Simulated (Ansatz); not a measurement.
# GdO: the cost of one run

Method: DFT PBEsol+U (U_eff = 6 eV on Gd f), plane waves, PAW, no spin–orbit coupling unless a run says so, in Ansatz 0.2.0.

### Step 1. Starting point

It takes space group F-43m (No. 216, cubic). The conventional cell has a = 5.400 Å, b = 5.400 Å, c = 5.400 Å, α = 90.00°, β = 90.00°, γ = 90.00°. Around Gd (site symmetry -43m) lie 4 O at 2.34 Å. O (site symmetry -43m) has 4 Gd at 2.34 Å as nearest neighbours.

Coordinates:

```xyz
2
Lattice="0.0000 2.7000 2.7000 2.7000 0.0000 2.7000 2.7000 2.7000 0.0000" Properties=species:S:1:pos:R:3 pbc="T T T"
Gd    0.0000    0.0000    0.0000
O     1.3500    1.3500    1.3500
```

Magnetic order typed: ferromagnetic.

An earlier series on this cell reached its lowest free state from «random orbitals: drawn by pairs, first filling», perhaps among other starts.

### Step 2. Random orbitals: single harmonics, second filling

Input file input.yaml:

```yaml
crystal:
  lattice:
    - [0.0, 2.7, 2.7]
    - [2.7, 0.0, 2.7]
    - [2.7, 2.7, 0.0]
  atoms:
    - { symbol: Gd, position: [0.0, 0.0, 0.0], spin: 5.0 }
    - { symbol: O, position: [0.25, 0.25, 0.25] }
basis:
  ecutwfc: 420
  ecutrho_ratio: 4
kpoints:
  mp_grid: { grid: [6, 6, 6] }
hamiltonian:
  xc: pbesol
  hubbard:
    sites:
      - { site: 0, l: f, u_eff: 6.0, starting_ns: [{ spin: up, occupation_matrix: s0up }, { spin: down, occupation_matrix: s0down }] }
    occupation_matrices:
      s0up:
        matrix:
          - [0.97, 0.0, 0.0, 0.0, 0.0, 0.0, 0.0]
          - [0.0, 0.97, 0.0, 0.0, 0.0, 0.0, 0.0]
          - [0.0, 0.0, 0.97, 0.0, 0.0, 0.0, 0.0]
          - [0.0, 0.0, 0.0, 0.97, 0.0, 0.0, 0.0]
          - [0.0, 0.0, 0.0, 0.0, 0.97, 0.0, 0.0]
          - [0.0, 0.0, 0.0, 0.0, 0.0, 0.02, 0.0]
          - [0.0, 0.0, 0.0, 0.0, 0.0, 0.0, 0.97]
      s0down:
        matrix:
          - [0.02, 0.0, 0.0, 0.0, 0.0, 0.0, 0.0]
          - [0.0, 0.02, 0.0, 0.0, 0.0, 0.0, 0.0]
          - [0.0, 0.0, 0.02, 0.0, 0.0, 0.0, 0.0]
          - [0.0, 0.0, 0.0, 0.97, 0.0, 0.0, 0.0]
          - [0.0, 0.0, 0.0, 0.0, 0.02, 0.0, 0.0]
          - [0.0, 0.0, 0.0, 0.0, 0.0, 0.02, 0.0]
          - [0.0, 0.0, 0.0, 0.0, 0.0, 0.0, 0.02]
    ns_hold: until_converged
scf:
  occupations: { method: gaussian, width: 0.05 }
  lower_state_search: "off"
  max_iter: 150
output:
  forces: true
  stress: true
  eigenvalues: true
  populations: true
  hubbard: { sites: [{ site: 0, l: f }] }
magnetization:
  spin_polarized: true
```

The typed matrices put 0.97 on the chosen orbitals and 0.02 on the others, and are held until the SCF converges, then released.

On the command line:

```bash
$ ansatz run input.yaml --threads 2 --pin off --max-ram 3072MiB --backend cpu --events-out ev --progress --plain --runs-dir out
```

What time and memory should one allow on 2 threads of Arm Neoverse V2, shared host?

About 35 s, with a peak of 0.38 GiB.
